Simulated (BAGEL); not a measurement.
**SiH2OF2 (SMILES O[SiH](F)F), step by step**

We compute a single-point energy (HF/def2-SV(P)), then a single-point energy (NEVPT2(2,2)/def2-SV(P)), then a single-point energy (CASPT2(2,2)/def2-SV(P)) of SiH2OF2. 

The results are computed with BAGEL 1.2.2.

1 further run of the same task is left out (set aside as unsound or not needed).

### 1 Starting point

SiH2OF2 has 6 atoms, charge 0, and is taken as a singlet. As SMILES, `O[SiH](F)F`. The O1–Si2 distance was set to 3.712 Å, away from the relaxed value. At this shape a bond of the SMILES string is far longer than usual.

Bond lengths: Si2–F3 1.584 Å, Si2–F4 1.584 Å, O1–H5 0.958 Å, Si2–H6 1.463 Å. Angles: F3–Si2–F4 105.5°, F3–Si2–H6 110.2°, F4–Si2–H6 110.2°.

### 2 The energy at HF/def2-SV(P) (density fitting with svp-jkfit) (run 1)

Contents of input.json:

```json
{ "bagel": [

{
  "title": "molecule",
  "basis": "def2-sv_p_.json",
  "df_basis": "svp-jkfit",
  "angstrom": true,
  "geometry": [
    { "atom": "O", "xyz": [   -0.094112,    2.924264,   -1.650501 ] },
    { "atom": "Si", "xyz": [    0.121400,   -0.236200,    0.285200 ] },
    { "atom": "F", "xyz": [    0.731800,   -1.405100,   -0.592400 ] },
    { "atom": "F", "xyz": [   -1.315500,   -0.739700,    0.722100 ] },
    { "atom": "H", "xyz": [   -0.599212,    2.969364,   -2.463601 ] },
    { "atom": "H", "xyz": [    0.954100,   -0.003800,    1.464900 ] }
  ]
},
{
  "title": "hf"
},
{
  "title": "print",
  "file": "orbitals.molden",
  "orbitals": true
}

]}
```

The basis set def2-SV(P) is read from a file made from the Basis Set Exchange's data (not shown).

Started as:

```bash
BAGEL_NUM_THREADS=1 BAGEL input.json > input.out
```

Standard output:

```text
* using 1 threads per process

  ===============================================================
  ===============================================================

  *** Geometry ***

  { "atom" : "O", "xyz" : [     -0.177846,      5.526058,     -3.118995 ] },
  { "atom" : "Si", "xyz" : [      0.229413,     -0.446353,      0.538950 ] },
  { "atom" : "F", "xyz" : [      1.382902,     -2.655254,     -1.119474 ] },
  { "atom" : "F", "xyz" : [     -2.485935,     -1.397830,      1.364571 ] },
  { "atom" : "H", "xyz" : [     -1.132347,      5.611285,     -4.655531 ] },
  { "atom" : "H", "xyz" : [      1.802988,     -0.007181,      2.768260 ] },

  Number of auxiliary basis functions:      395

  Since a DF basis is specified, we compute 2- and 3-index integrals:
    o Being stored without compression. Storage requirement is 0.013 GB

  Number of basis functions:       64
  Number of electrons      :       42

    * METHOD: MOLECULE                             0.32

  *** RHF ***

  === Nuclear Repulsion ===
   151.9728148960

      * DIIS with orbital gradients will be used.

  === RHF iteration (def2-sv_p_.json) ===
      0       -562.85082479          0.03503515           0.07
      1       -559.29722324          0.06817123           0.07
      2       -563.18051890          0.01747416           0.06
[... 17 lines of this table left out ...]
     20       -563.36117753          0.00000001           0.06
    * SCF iteration converged.

    * Permanent dipole moment:
           (   -0.154817,     1.365054,    -0.929787) a.u.

    * METHOD: HF                                   1.68

    * METHOD: PRINT                                0.04

  ===============================================================
```

It took 2.9 s on 1 thread of AMD EPYC 7R43 (Zen 3), shared host; peak memory 0.14 GiB.

### 3 A single-point energy at NEVPT2(2,2)/def2-SV(P) (density fitting with svp-jkfit) (run 2)

Contents of job.json:

```json
{ "bagel": [

{
  "title": "molecule",
  "basis": "def2-sv_p_.json",
  "df_basis": "svp-jkfit",
  "angstrom": true,
  "geometry": [
    { "atom": "O", "xyz": [      -0.094112,       2.924264,      -1.650501 ] },
    { "atom": "Si", "xyz": [       0.121400,      -0.236200,       0.285200 ] },
    { "atom": "F", "xyz": [       0.731800,      -1.405100,      -0.592400 ] },
    { "atom": "F", "xyz": [      -1.315500,      -0.739700,       0.722100 ] },
    { "atom": "H", "xyz": [      -0.599212,       2.969364,      -2.463601 ] },
    { "atom": "H", "xyz": [       0.954100,      -0.003800,       1.464900 ] }
  ]
},

{
  "title": "hf"
},

{
  "title": "nevpt2",
  "nstate": 1,
  "nact": 2,
  "nclosed": 20,
  "active": [21, 22],
  "maxiter": 200,
  "natocc": true,
  "ncore": 8
},

{
  "title": "print",
  "file": "orbitals.molden",
  "orbitals": true
}

]}
```

The basis set def2-SV(P) is read from a file made from the Basis Set Exchange's data (not shown).

Started as:

```bash
BAGEL_NUM_THREADS=1 BAGEL job.json > job.out
```

Standard output:

```text
* using 1 threads per process

  ===============================================================
  ===============================================================

  *** Geometry ***

[... 30 lines left out ...]
    * SCF iteration converged.
[... 1 line left out ...]
    * Permanent dipole moment:
[... 28 lines left out ...]
    * Second-order optimization converged. *
[... 9 lines left out ...]
     * ci vector, state   0, <S^2> = 0.0000
       2.     0.7685804079
       .2    -0.6397531997

  === DF-NEVPT2 calculation ===

    * 3-index integral transformation done
    * assembly done

      NEVPT2 correlation energy:   -0.5870767571      0.20

          (+0)     -0.5085357749
          (+0)'    -0.0110647754
          (+1)     -0.0193473733
          (+1)'    -0.0000000000
          (+2)     -0.0000535609
          (-1)     -0.0479884031
          (-1)'     0.0000000000
          (-2)     -0.0000868695

      NEVPT2 total energy:       -564.1026928899

    * METHOD: NEVPT2                               3.42

    * METHOD: PRINT                                0.04

  ===============================================================
```

Wall time 6.6 s (1 thread of AMD EPYC 7R43 (Zen 3), shared host); peak memory 0.14 GiB.

### 4 The energy at CASPT2(2,2)/def2-SV(P) (density fitting with svp-jkfit) (run 3)

Contents of caspt2.json:

```json
{ "bagel": [

{
  "title": "molecule",
  "basis": "def2-sv_p_.json",
  "df_basis": "svp-jkfit",
  "angstrom": true,
  "geometry": [
    { "atom": "O", "xyz": [      -0.094112,       2.924264,      -1.650501 ] },
    { "atom": "Si", "xyz": [       0.121400,      -0.236200,       0.285200 ] },
    { "atom": "F", "xyz": [       0.731800,      -1.405100,      -0.592400 ] },
    { "atom": "F", "xyz": [      -1.315500,      -0.739700,       0.722100 ] },
    { "atom": "H", "xyz": [      -0.599212,       2.969364,      -2.463601 ] },
    { "atom": "H", "xyz": [       0.954100,      -0.003800,       1.464900 ] }
  ]
},

{
  "title": "hf",
  "charge": 0
},

{
  "title": "casscf",
  "nstate": 1,
  "nact": 2,
  "nclosed": 20,
  "charge": 0,
  "nspin": 0,
  "active": [21, 22],
  "maxiter": 200,
  "natocc": true
},

{
  "title": "print",
  "file": "orbitals.molden",
  "orbitals": true
},

{
  "title": "smith",
  "method": "caspt2",
  "ms": true,
  "xms": true,
  "sssr": true,
  "shift": 0.2,
  "shift_imag": true,
  "ncore": 8
}

]}
```

The basis set def2-SV(P) is read from a file made from the Basis Set Exchange's data (not shown).

Started as:

```bash
BAGEL_NUM_THREADS=1 BAGEL caspt2.json > caspt2.out
```

Standard output:

```text
* using 1 threads per process

  ===============================================================
  ===============================================================

  *** Geometry ***

[... 32 lines left out ...]
    * Permanent dipole moment:
[... 37 lines left out ...]
     * ci vector, state   0, <S^2> = 0.0000
[... 21 lines left out ...]
       #      aibj      arbs      arbi      airj      risj      airs      arst      rist         Etot      error   time
[... 7 lines left out ...]
      ------------------------------------------------------------------------------------------------------------------

    * CASPT2 energy : state  0     -564.1095840251
        w/o shift correction       -564.1079103744
        reference weight              0.8759068879

    * METHOD: SMITH                                0.66

  ===============================================================
```

It took 7.2 s on 1 thread of AMD EPYC 7R43 (Zen 3), shared host; peak memory 0.14 GiB.

### 5 What came out

| quantity | value |
| --- | --- |
| run 1, HF/def2-SV(P): total energy | -563.36118 Eh |
| run 1, HF/def2-SV(P): dipole moment | 4.22 D |
| run 1, HF/def2-SV(P): HOMO energy | -8.26 eV |
| run 1, HF/def2-SV(P): LUMO energy | -2.34 eV |
| run 1, HF/def2-SV(P): HOMO–LUMO gap | 5.92 eV |
| run 2, NEVPT2(2,2)/def2-SV(P): total energy | -564.10269 Eh |
| run 3, CASPT2(2,2)/def2-SV(P): total energy | -564.10958 Eh |

In words: One bond (run 1, HF/def2-SV(P)) is far stretched, which a spin-restricted single reference describes badly; a broken-symmetry solution may lie lower.
